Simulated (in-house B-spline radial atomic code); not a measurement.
# Mo⁴⁺: excited configurations

How much energy does it take to promote electrons of Mo⁴⁺ to other shells? Each configuration is solved by itself and compared with the reference.

Program: in-house B-spline radial atomic code version 1. Level of theory: non-relativistic Hartree-Fock, average of configuration, point nucleus, basis-set limit. These are calculated values, not measurements, unless marked.

**1. Starting point**

| Quantity | Value |
| --- | --- |
| element | molybdenum (Z = 42) |
| charge | +4 |
| electrons | 38 |
| configuration | [Kr] 4d2 |
| Hamiltonian | non-relativistic |
| nucleus | point |

Outer shells as boxes (Hund's rule):

[Kr] 4d2
```
[Kr] core
4d [↑ ][↑ ][  ][  ][  ]
```

The boxes draw the filling by Hund's rule, which heavy ions in jj coupling don't follow; these runs average over all states of the configuration.

Input settings:

```ini
Z = 42
electrons = 38.0
configuration = [Kr] 4d2
hamiltonian = nr
method = hf
spin_polarised = False
```

The reference is known from an earlier run: -3972.294193 hartree in all. Up to eight levels, counted from the top:

```csv
orbital,occupation,energy (eV),<r> (bohr)
2s,2,-2849.64,0.1584
2p,6,-2620.86,0.1361
3s,2,-556.19,0.4374
3p,6,-466.48,0.4330
3d,10,-303.02,0.4131
4s,2,-123.13,1.118
4p,6,-93.658,1.208
4d,2,-53.553,1.510
```

**2. [Kr] 5d1 5g1**

Input settings:

```ini
Z = 42
electrons = 38.0
configuration = [Kr] 5d1 5g1
hamiltonian = nr
method = hf
spin_polarised = False
```

The program writes no log. Results of the run, from its result record (rounded, main fields):

```text
{
  "status": "converged",
  "iterations": 9,
  "energy [hartree]": {"total": -3969.57600007, "kinetic": 3969.57602867, "nuclear": -9361.60266561, "coulomb": 1539.74262677, "exact_exchange": -117.291989908},
  "orbitals [hartree, bohr; first row names the columns]": [
    ["name", "occ", "eps", "<r>"],
    ["1s", 2.0, -723.8576, 0.036296],
    ["2s", 2.0, -105.5393, 0.15835],
    ["2p", 6.0, -97.130451, 0.13607],
    ["3s", 2.0, -21.228619, 0.4371],
    ["3p", 6.0, -17.931295, 0.4326],
    ["3d", 10.0, -11.920488, 0.41257],
    ["4s", 2.0, -5.189154, 1.0945],
    ["4p", 6.0, -4.0640963, 1.1708],
    ["5d", 1.0, -1.0219143, 3.3534],
    ["5g", 1.0, -0.51416391, 5.2093]
  ],
  "sum_r [bohr^k]": {"-1": 222.8953, "1": 26.57743, "2": 58.36383},
  "energy_minus_base [hartree]": 2.71819282
}
```

It took 0.12 s on 1 thread, shared host.

energy_minus_base is the energy less that of the reference run.

**3. Configuration [Ar] 3d8 4s2 4p6 4d2 5f1 6p1**

Input settings:

```ini
Z = 42
electrons = 38.0
configuration = [Ar] 3d8 4s2 4p6 4d2 5f1 6p1
hamiltonian = nr
method = hf
spin_polarised = False
```

Results of the run:

```text
{
  "status": "converged",
  "iterations": 10,
  "energy [hartree]": {"total": -3950.82011878, "kinetic": 3950.82011659, "nuclear": -9271.23897349, "coulomb": 1481.69735958, "exact_exchange": -112.098621464},
  "orbitals [hartree, bohr; first row names the columns]": [
    ["name", "occ", "eps", "<r>"],
    ["1s", 2.0, -726.08374, 0.036299],
    ["2s", 2.0, -107.81789, 0.1582],
    ["2p", 6.0, -99.410548, 0.13591],
    ["3s", 2.0, -22.748828, 0.43025],
    ["3p", 6.0, -19.426031, 0.42418],
    ["3d", 8.0, -13.65347, 0.39766],
    ["4s", 2.0, -5.6821363, 1.0474],
    ["4p", 6.0, -4.5187405, 1.1113],
    ["4d", 2.0, -2.882245, 1.2898],
    ["5f", 1.0, -0.63859146, 4.6203],
    ["6p", 1.0, -0.79344985, 4.696]
  ],
  "sum_r [bohr^k]": {"-1": 220.7438, "1": 28.44955, "2": 67.40711},
  "energy_minus_base [hartree]": 21.4740741
}
```

Run time: 0.18 s. Hardware: 1 thread, shared host.

**4. Configuration [Kr] 4f1 6g1**

Input settings:

```ini
Z = 42
electrons = 38.0
configuration = [Kr] 4f1 6g1
hamiltonian = nr
method = hf
spin_polarised = False
```

Results of the run:

```text
{
  "status": "converged",
  "iterations": 9,
  "energy [hartree]": {"total": -3969.43034467, "kinetic": 3969.43037216, "nuclear": -9362.15640128, "coulomb": 1540.57944108, "exact_exchange": -117.283756633},
  "orbitals [hartree, bohr; first row names the columns]": [
    ["name", "occ", "eps", "<r>"],
    ["1s", 2.0, -723.84444, 0.036296],
    ["2s", 2.0, -105.52318, 0.15835],
    ["2p", 6.0, -97.114946, 0.13606],
    ["3s", 2.0, -21.201599, 0.43703],
    ["3p", 6.0, -17.904486, 0.43251],
    ["3d", 10.0, -11.89459, 0.41246],
    ["4s", 2.0, -5.1525884, 1.096],
    ["4p", 6.0, -4.0297623, 1.174],
    ["4f", 1.0, -1.0982865, 2.4714],
    ["6g", 1.0, -0.35168235, 8.6237]
  ],
  "sum_r [bohr^k]": {"-1": 222.9085, "1": 29.13064, "2": 107.0271},
  "energy_minus_base [hartree]": 2.86384823
}
```

Run time: 0.14 s. Hardware: 1 thread, shared host.

**5. Run with [Ar] 3d9 4s2 4p6 4d1 5p1 6f1**

Input settings:

```ini
Z = 42
electrons = 38.0
configuration = [Ar] 3d9 4s2 4p6 4d1 5p1 6f1
hamiltonian = nr
method = hf
spin_polarised = False
```

Results of the run:

```text
{
  "status": "converged",
  "iterations": 10,
  "energy [hartree]": {"total": -3960.94882488, "kinetic": 3960.94882118, "nuclear": -9319.132829, "coulomb": 1511.81517095, "exact_exchange": -114.579988005},
  "orbitals [hartree, bohr; first row names the columns]": [
    ["name", "occ", "eps", "<r>"],
    ["1s", 2.0, -724.90718, 0.036298],
    ["2s", 2.0, -106.62312, 0.15828],
    ["2p", 6.0, -98.213981, 0.13599],
    ["3s", 2.0, -21.948753, 0.43368],
    ["3p", 6.0, -18.638288, 0.42836],
    ["3d", 9.0, -12.740616, 0.40506],
    ["4s", 2.0, -5.4032549, 1.0704],
    ["4p", 6.0, -4.2586302, 1.1409],
    ["4d", 1.0, -2.6922744, 1.3461],
    ["5p", 1.0, -1.5302502, 2.6403],
    ["6f", 1.0, -0.39557509, 8.1782]
  ],
  "sum_r [bohr^k]": {"-1": 221.8841, "1": 29.43891, "2": 101.6958},
  "energy_minus_base [hartree]": 11.345368
}
```

Run time: 0.22 s. Hardware: 1 thread, shared host.

Radial density 4πr²n(r) and radial functions P(r) = rR(r):

```csv
r (bohr),4πr²n,4d,5p,6f
0.00392,7.183,0.0000,0.0021,0.0000
0.00626,15.06,0.0001,0.0051,0.0000
0.00999,28.08,0.0006,0.0121,0.0000
0.0160,43.84,0.0021,0.0274,0.0000
0.0255,52.16,0.0074,0.0567,0.0000
0.0407,46.79,0.0247,0.1039,0.0001
0.0650,47.97,0.0738,0.1524,0.0004
0.104,64.44,0.1871,0.1396,0.0017
0.166,49.89,0.3662,-0.0138,0.0070
0.265,42.74,0.4754,-0.2230,0.0235
0.423,42.29,0.2265,-0.1405,0.0635
0.676,13.52,-0.4402,0.2847,0.1386
1.08,10.82,-0.9415,0.3011,0.2304
1.72,2.842,-0.7015,-0.4097,0.2343
2.75,0.5913,-0.1899,-0.7200,-0.0384
4.40,0.1410,-0.0120,-0.2327,-0.2945
7.02,0.06685,-0.0001,-0.0110,0.2583
11.2,0.09273,0.0000,0.0000,0.3045
17.9,0.0002863,0.0000,0.0000,0.0169
28.6,5.053e-10,0.0000,0.0000,0.0000
```

On the record's full grid the radial density has clear maxima near r = 0.025, 0.10, 0.34, 8.9 bohr.

X-ray form factor of the spherical density:

```csv
sinθ/λ (1/Å),f (electrons)
0,38.000
0.1,35.401
0.2,31.711
0.3,27.835
0.4,24.301
0.6,19.097
0.8,15.603
1,12.716
1.4,8.432
1.8,6.294
2.5,4.724
4,2.470
6,1.310
```

**6. All configurations in order**

| net move | configuration | energy above the reference (eV) | largest <r> (bohr) |
| --- | --- | --- | --- |
| 2×4d → 5d, 5g | [Kr] 5d1 5g1 | 73.966 | 5.21 |
| 2×4d → 4f, 6g | [Kr] 4f1 6g1 | 77.929 | 8.62 |
| 3d, 4d → 5p, 6f | [Ar] 3d9 4s2 4p6 4d1 5p1 6f1 | 308.72 | 8.18 |
| 2×3d → 5f, 6p | [Ar] 3d8 4s2 4p6 4d2 5f1 6p1 | 584.34 | 4.70 |

What this shows: The lowest of them is 2×4d → 5d, 5g at 73.966 eV and the highest 2×3d → 5f, 6p at 584.34 eV. 4 of them lie more than 2 % above the ionisation threshold that Koopmans' theorem gives (53.553 eV), where such states can decay by emitting an electron. Two partly filled shells share a symmetry and can mix in the average, which may lower the energy, for: 3d, 4d → 5p, 6f; 2×3d → 5f, 6p. These are averages over configurations, without correlation, not spectroscopic levels.
